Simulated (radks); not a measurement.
**Mn²⁺ in [Ar] 3d4.75 4s0.25: an all-electron calculation**

What are the levels of the manganese ion Mn2+, how large are its shells, and how does its energy divide?

Method: Dirac Kohn-Sham, PBE, spin-unpolarised, spherical densities, point nucleus; open shells fill j = l - 1/2 first. Code: radks (a radial shooting solver on a logarithmic mesh, Libxc functionals) version 1.

**1. Starting point**

```
element       : manganese (Z = 25)
charge        : +2
electrons     : 23
configuration : [Ar] 3d4.75 4s0.25
```

**2. The calculation**

Input:

```text
Z 25
configuration [Ar] 3d4.75 4s0.25 4p0 5s0 4d0 4f0
relativity Dirac
functional pbe,pbe
spin unpolarised
j_filling energy
nucleus point
c 137.035999084
```

Launch:

```console
python run_ks.py task.json out
```

This one command runs every case of the session in turn.

**Question.** What will this run give?

The runs gave:

| quantity | value |
| --- | --- |
| total energy | -1157.39424 hartree |
| exchange-correlation share of it | 4.45 % |
| −T/E | 1.0129 |
| highest occupied level | 4s1/2, -19.957 eV |
| most extended occupied level | 4s1/2, <r> = 2.57 bohr |
| radius at density 0.001 e/bohr³ | 3.28 bohr |
| maxima of the radial density | 3 |

**Reading.** 4 principal shells are occupied and 3 maxima appear in the radial density; where shells overlap, one shows as a shoulder or not at all. Relativity lifts −T/E to 1.013. This is not the tabulated ground configuration, so its levels and sizes aren't those of the ground state, and no measured value stands beside it.
